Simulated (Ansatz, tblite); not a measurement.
# [Al(H2O)6]3+ (AlH12O6 (+3)): one state, many levels

Aim: run the singlet of [Al(H2O)6]3+ (AlH12O6 (+3)) at one geometry on many levels, and compare frontier levels, spin and run time.

Computed with Ansatz 0.2.0, Gaussian basis. Level: as each input shows.

Levels to be run: GFN1-xTB, GFN2-xTB, PBE-D4/def2-TZVP, r2SCAN-D4/def2-TZVP, ωB97M-V/def2-TZVP, BLYP-D4/def2-TZVP, CAM-B3LYP-D4/def2-TZVP, PBE-D4/def2-SVP, PBE0-D4/def2-SVP, HF/STO-3G, HF/6-31G, B3LYP-D4/6-31G, CCSD(T)/def2-SVP, MP2/def2-TZVP, RPA/def2-TZVP.

2 further runs of the same task are left out: 2 set aside as unsound or not needed. Runs told in other sessions of the task aren't counted.

### 1 The geometry

The geometry is that of the singlet, from an earlier relaxation (B3LYP-D4/def2-SVP).

19 atoms, charge 3, spin multiplicity 1.

Bond lengths: Al1–O2 1.932 Å, Al1–O5 1.932 Å, Al1–O8 1.932 Å, Al1–O11 1.932 Å, Al1–O14 1.932 Å, Al1–O17 1.933 Å, O2–H3 0.980 Å, O2–H4 0.980 Å, O5–H6 0.980 Å, O5–H7 0.980 Å, O8–H9 0.980 Å, O8–H10 0.980 Å, O11–H12 0.980 Å, O11–H13 0.980 Å, O14–H15 0.980 Å, O14–H16 0.980 Å, O17–H18 0.980 Å, O17–H19 0.980 Å. Angles: O2–Al1–O5 179.6°, O2–Al1–O8 90.1°, O2–Al1–O11 90.0°, O2–Al1–O14 90.2°, O2–Al1–O17 89.8°, O5–Al1–O8 90.0°, O5–Al1–O11 89.9°, O5–Al1–O14 90.2°, O5–Al1–O17 89.8°, O8–Al1–O11 179.8°, O8–Al1–O14 89.8°, O8–Al1–O17 90.0°, O11–Al1–O14 89.9°, O11–Al1–O17 90.2°, O14–Al1–O17 179.9°, Al1–O2–H3 126.8°, Al1–O2–H4 126.6°, H3–O2–H4 106.6° and more.

The ion is computed in the gas phase, without counter-ions or solvent.

PBE0-D4/def2-TZVP was run before; its log isn't repeated, and its numbers join the tables.

### 2 GFN1-xTB

Tight binding, by tblite at 300 K electronic temperature and without a spin-polarisation term:

```python
tblite.interface.Calculator('GFN1-xTB', numbers, positions, charge=3, uhf=0).singlepoint()
```

Energy -937.0796 eV, HOMO -27.96 eV, LUMO -19.91 eV; 0.028 s.

### 3 GFN2-xTB

Tight binding, by tblite at 300 K electronic temperature and without a spin-polarisation term:

```python
tblite.interface.Calculator('GFN2-xTB', numbers, positions, charge=3, uhf=0).singlepoint()
```

Energy -820.9861 eV, HOMO -26.16 eV, LUMO -17.55 eV; 0.02 s.

### 4 PBE-D4/def2-TZVP

start.molden holds the orbitals of an earlier run on this state, given as this run's starting guess.

Contents of in.yaml:

```yaml
crystal:
  periodic: [false, false, false]
  atoms:
    - {symbol: Al, position_ang: [-0.000578, 0.001126, 0.000304]}
    - {symbol: O, position_ang: [-0.058491, 0.061813, 1.930634]}
    - {symbol: H, position_ang: [-0.104759, 0.864066, 2.491965]}
    - {symbol: H, position_ang: [-0.045986, -0.706052, 2.539918]}
    - {symbol: O, position_ang: [0.055626, -0.072003, -1.929729]}
    - {symbol: H, position_ang: [0.095267, -0.880971, -2.481978]}
    - {symbol: H, position_ang: [0.048732, 0.689021, -2.547420]}
    - {symbol: O, position_ang: [1.929613, 0.077289, 0.053617]}
    - {symbol: H, position_ang: [2.491519, 0.137195, 0.854595]}
    - {symbol: H, position_ang: [2.537576, 0.064556, -0.715177]}
    - {symbol: O, position_ang: [-1.930550, -0.067670, -0.055722]}
    - {symbol: H, position_ang: [-2.539370, -0.070285, 0.712432]}
    - {symbol: H, position_ang: [-2.492191, -0.103909, -0.858415]}
    - {symbol: O, position_ang: [-0.069648, 1.930644, -0.067673]}
    - {symbol: H, position_ang: [0.694913, 2.543994, -0.073566]}
    - {symbol: H, position_ang: [-0.875472, 2.487688, -0.102624]}
    - {symbol: O, position_ang: [0.072617, -1.928925, 0.069640]}
    - {symbol: H, position_ang: [-0.689516, -2.545384, 0.065593]}
    - {symbol: H, position_ang: [0.880678, -2.482203, 0.113587]}
basis:
  gaussian: {orbitals: def2-TZVP, initial_orbitals: start.molden}
total_charge: 3
hamiltonian: {xc: pbe, dispersion: d4}
scf: {omitted_lower_state_checks: [starts]}
output: {orbitals: {seedname: orbitals}}
```

Launch:

```sh
$ ansatz run in.yaml --threads 4 --pin off --events-out ev --progress --plain --max-ram 8704MiB
```

The runs that follow: r2SCAN-D4/def2-TZVP; ωB97M-V/def2-TZVP; BLYP-D4/def2-TZVP; CAM-B3LYP-D4/def2-TZVP; PBE-D4/def2-SVP; PBE0-D4/def2-SVP; HF/STO-3G; HF/6-31G; B3LYP-D4/6-31G; CCSD(T)/def2-SVP; MP2/def2-TZVP; RPA/def2-TZVP.

**Question.** What will the summary of the whole plan be? Wanted: gap in def2-TZVP, named functionals, smallest and largest; correlation energy, CCSD(T)/def2-SVP; correlation energy, MP2/def2-TZVP; PBE0 total energy, smallest basis above largest.

The runs gave:

| quantity | value |
| --- | --- |
| gap in def2-TZVP, named functionals, smallest and largest | 8.20 eV (BLYP-D4), 15.43 eV (ωB97M-V) |
| correlation energy, CCSD(T)/def2-SVP | -35.73 eV |
| correlation energy, MP2/def2-TZVP | -42.14 eV |
| PBE0 total energy, smallest basis above largest | 16.98 eV (def2-SVP, def2-TZVP) |

In words: Over the named functionals in def2-TZVP the gap runs from 8.20 eV (BLYP-D4) to 15.43 eV (ωB97M-V); exact exchange widens it.
